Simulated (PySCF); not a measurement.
# C4H5F3: the cost of one run

Programs: PySCF 2.14.0, with density-fitted response routines of our own. Each step states its level of theory. These are calculated values for one molecule in the gas phase, unless marked as measured. Atoms count from 0, in the outputs and in this text.

## (1) The starting structure

12 atoms, charge 0, multiplicity 1; geometry from: PBE0-D3(BJ)/def2-SVP.

Bonds of the start (Å): C0–C1 1.53, C1–C2 1.48, C2–F3 1.34, C2–C4 1.33, C4–F5 1.31, C4–F6 1.31, C0–H7 1.10, C0–H8 1.10, C0–H9 1.10, C1–H10 1.10, C1–H11 1.10.

## (2) Shielding tensors: BHandHLYP/pcSseg-1

What the job is given:

```
{"job": {"kind": "nmr", "xc": "BHandHLYP", "basis": "pcSseg-1", "pop": false}, "charge": 0, "multiplicity": 1}
C     -1.552098     0.431830    -0.340642
C     -0.145384    -0.011136    -0.729161
C      0.609872    -0.580346     0.415408
F      0.042263    -1.629771     1.022483
C      1.771351    -0.137524     0.894771
F      2.405457    -0.664328     1.911943
F      2.420122     0.886370     0.385734
H     -2.101769     0.801358    -1.218351
H     -1.520560     1.236794     0.409152
H     -2.120568    -0.406228     0.088057
H     -0.202297    -0.779578    -1.520805
H      0.431723     0.826993    -1.145831
```

Method: GIAO BHandHLYP/pcSseg-1 NMR shielding, non-relativistic, gas phase.

Run with:

```console
> OMP_NUM_THREADS=1 python probes_run.py task.json out
```

This one command runs all jobs of the session in turn.

Q: Estimate the wall time and peak memory of this first job on 1 thread of Arm Neoverse N1, shared host.

About 21 s, with a peak of 0.76 GiB.
